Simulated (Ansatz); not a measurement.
Write a Python script for Ansatz's Python interface that makes a single point in a Gaussian basis of CH5NO3Si, SMILES O=CN[SiH](O)O. Level of theory: r2SCAN, def2-SVPD basis, multiplicity 1, D4 dispersion.

```csv
atom,x (Å),y (Å),z (Å)
O,1.3606,0.9449,-1.5174
C,1.5703,0.7883,-0.3214
N,0.7842,0.1128,0.5608
Si,-0.6438,-0.7095,0.0799
O,-1.3704,0.1835,-1.0920
O,-1.6140,-0.7263,1.4087
H,2.4596,1.2172,0.1716
H,1.0213,0.0356,1.5374
H,-0.3406,-2.0785,-0.3678
H,-0.7288,0.5968,-1.7005
H,-2.4984,-0.3649,1.2408
```

The script, `energy_ch5no3si.py`:
```python
'''Electronic structure of the CH5NO3Si molecule.'''

import warnings

import ansatz as az
import numpy as np

SETTINGS = {
    'basis': 'def2-SVPD',
    'functional': 'r2scan',
    'vdw': 'd4',
}

warnings.simplefilter('ignore', az.DeckWarning)

geometry_ang = [
    ('O', [1.3606, 0.9449, -1.5174]),
    ('C', [1.5703, 0.7883, -0.3214]),
    ('N', [0.7842, 0.1128, 0.5608]),
    ('Si', [-0.6438, -0.7095, 0.0799]),
    ('O', [-1.3704, 0.1835, -1.092]),
    ('O', [-1.614, -0.7263, 1.4087]),
    ('H', [2.4596, 1.2172, 0.1716]),
    ('H', [1.0213, 0.0356, 1.5374]),
    ('H', [-0.3406, -2.0785, -0.3678]),
    ('H', [-0.7288, 0.5968, -1.7005]),
    ('H', [-2.4984, -0.3649, 1.2408]),
]
geometry = az.Crystal.molecule()
for symbol, xyz in geometry_ang:
    geometry = geometry.atom(symbol, xyz)

calculation = (
    geometry.calculation()
    .basis(gaussian=SETTINGS['basis'])
    .functional(SETTINGS['functional'], dispersion=SETTINGS['vdw'])
    .forces()
)
res = calculation.run()
report = res.report

print('reference energy %16.6f eV' % report['reference_energy_ev'])
print('total energy     %16.6f eV' % report['free_energy_ev'])
print('occupied orbitals outside the frozen core (up, down):', report['n_occupied'], ' frozen:', report['n_frozen'], ' virtual:', report['n_virtual'])

field = report['mean_field']
print('<S^2> =', round(abs(field['state']['spin_squared']), 4), ' all-electron relativity setting:', field['relativity'])
print('passes:', field['passes'])
if 'symmetry' in field:
    print('occupied orbitals by irrep:', field['symmetry']['occupied'])

symbols = [site.symbol for site in geometry.cartesian_sites]
forces = np.array(report['forces_ev_ang'])
print('largest force', round(float(np.linalg.norm(forces, axis=1).max()), 4), 'eV/A, rms', round(float(np.sqrt((forces ** 2).mean())), 4))

charges = report['charge_distribution']
print('dipole moment', round(4.803205 * float(np.linalg.norm(charges['dipole_moment_e_ang'])), 3), 'D')
print('Mulliken:', [(s, round(q, 3)) for s, q in zip(symbols, charges['mulliken_charges_e'])])
```

Output of `python energy_ch5no3si.py`:
```text
reference energy    -16617.221877 eV
total energy        -16617.282492 eV
occupied orbitals outside the frozen core (up, down): [28, 28]  frozen: 0  virtual: [145, 145]
<S^2> = 0.0  all-electron relativity setting: none
passes: {'evaluations': 18, 'products': 13}
occupied orbitals by irrep: [{'A': 28}, {'A': 28}]
largest force 1.2892 eV/A, rms 0.3601
dipole moment 2.648 D
Mulliken: [('O', -0.451), ('C', 0.807), ('N', -0.065), ('Si', 1.294), ('O', -0.736), ('O', -0.784), ('H', -0.274), ('H', -0.269), ('H', 0.012), ('H', 0.246), ('H', 0.221)]
```

Reading the output:
- Total energies depend on the basis set; only differences at equal settings carry meaning.
- The geometry is a force-field or estimated start, not a minimum of this method, and the basis set is short of its limit.
- Total less reference energy is the dispersion correction.
- Mulliken charges are unreliable in a basis with diffuse functions.
- Run time: 15 s on 1 thread of Arm Neoverse V1, on a shared host, peak memory 0.31 GiB.

(Lines on the test bed's own set-up are left out of the output.)
